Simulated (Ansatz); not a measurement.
# C₂H₆ClFSn: up Jacob's ladder to CCSD(T)

Aim: compute C₂H₆ClFSn with functionals from several rungs and with coupled cluster, and see how far each lands from CCSD(T) at the basis-set limit for the atomisation energy.

Computed with Ansatz 0.2.0, Gaussian basis. Level: functionals in def2-TZVPP, the program's frozen cores in correlated methods.

The runs, in order: PBE-D4, r2SCAN-D4, PBE0-D4, B3LYP-D4, ωB97X-V, ωB97M-V, B2PLYP; CCSD(T)/def2-TZVPP; MP2/def2-QZVPP; extrapolation to the limit.

## Step 1: Structure used throughout

The geometry comes from an earlier relaxation with PBE0-D4 in a triple-zeta def2 set; it is a stationary point, not always the lowest conformer. Sn takes the def2 core potential; no spin-orbit term is included.

11 atoms, charge 0, spin multiplicity 1.

Atoms are counted from 1 here; the program's logs count them from 0.

Bond lengths: C1–Sn2 2.121 Å, C1–H6 1.090 Å, C1–H7 1.090 Å, C1–H8 1.089 Å, Sn2–F3 1.936 Å, Sn2–C4 2.149 Å, Sn2–H9 1.705 Å, C4–Cl5 1.786 Å, C4–H10 1.088 Å, C4–H11 1.088 Å. Angles: Sn2–C1–H6 109.6°, Sn2–C1–H7 108.9°, Sn2–C1–H8 110.1°, H6–C1–H7 109.4°, H6–C1–H8 109.5°, H7–C1–H8 109.4°, C1–Sn2–F3 105.6°, C1–Sn2–C4 112.3°, C1–Sn2–H9 117.0°, F3–Sn2–C4 103.6°, F3–Sn2–H9 105.0°, C4–Sn2–H9 111.8°, Sn2–C4–Cl5 107.8°, Sn2–C4–H10 111.5°, Sn2–C4–H11 112.1°, Cl5–C4–H10 108.0°, Cl5–C4–H11 108.0°, H10–C4–H11 109.4°.

## Step 2: PBE-D4 (GGA)

Input file in.yaml:

```yaml
crystal:
  periodic: [false, false, false]
  atoms:
    - {symbol: C, position_ang: [-0.802566, 1.423909, -0.781958]}
    - {symbol: Sn, position_ang: [0.086029, -0.497440, -0.651407]}
    - {symbol: F, position_ang: [1.738388, -0.375299, -1.652814]}
    - {symbol: C, position_ang: [0.736319, -0.962421, 1.343825]}
    - {symbol: Cl, position_ang: [-0.702403, -0.954634, 2.402790]}
    - {symbol: H, position_ang: [-1.601344, 1.508985, -0.044953]}
    - {symbol: H, position_ang: [-0.042153, 2.178089, -0.580359]}
    - {symbol: H, position_ang: [-1.210621, 1.580456, -1.779708]}
    - {symbol: H, position_ang: [-0.764139, -1.794341, -1.360068]}
    - {symbol: H, position_ang: [1.434305, -0.216698, 1.719328]}
    - {symbol: H, position_ang: [1.193586, -1.947607, 1.405624]}
basis:
  gaussian: {orbitals: def2-TZVPP}
hamiltonian: {xc: pbe, dispersion: d4}
output: {forces: true, orbitals: {seedname: orbitals}}
```

On the command line:

```console
$ ansatz run in.yaml --threads 2 --pin off --events-out ev --progress --plain --max-ram 22528MiB --backend cpu
```

After this run come: r2SCAN-D4 (meta-GGA); PBE0-D4 (hybrid); B3LYP-D4 (hybrid); ωB97X-V (range-separated); ωB97M-V (range-separated); B2PLYP (double hybrid); CCSD(T) in def2-TZVPP; MP2 in def2-QZVPP.

**Question.** What will the summary of the whole plan be? Wanted: atomisation energy, CCSD(T)/CBS; farthest; mean size of error, hybrid; mean size of error, range-separated; gap, smallest and largest; T1 diagnostic; triples share of the correlation energy.

The runs gave:

```
                               quantity                                         value
        atomisation energy, CCSD(T)/CBS                                 3709.1 kJ/mol
 functionals within 37.1 kJ/mol (1.0 %)  PBE-D4, r2SCAN-D4, PBE0-D4, ωB97X-V, ωB97M-V
                               farthest                         B2PLYP (-80.2 kJ/mol)
             mean size of error, hybrid                                   39.6 kJ/mol
    mean size of error, range-separated                                   15.5 kJ/mol
              gap, smallest and largest          5.30 eV (PBE-D4), 11.82 eV (ωB97X-V)
                          T1 diagnostic                                        0.0119
triples share of the correlation energy                                         3.4 %
```

In words: PBE-D4 misses by +30.1 kJ/mol. Double hybrids carry the basis error of their MP2 part in triple zeta, and no dispersion term here, so their miss is partly the set-up's. The reference freezes the cores and leaves out spin-orbit coupling and excitations past (T), and its outer-core shells are covered unevenly, so misses under about 37.1 kJ/mol can't be ranked. All levels share the lack of spin-orbit coupling, which lowers the free heavy atoms and so the true binding. Hartree-Fock recovers 72 % of the binding; the rest is correlation. Orbital gaps span 5.3 to 11.8 eV; exact exchange widens them. Correlated methods include outer-core shells of Sn, which these sets cover unevenly.
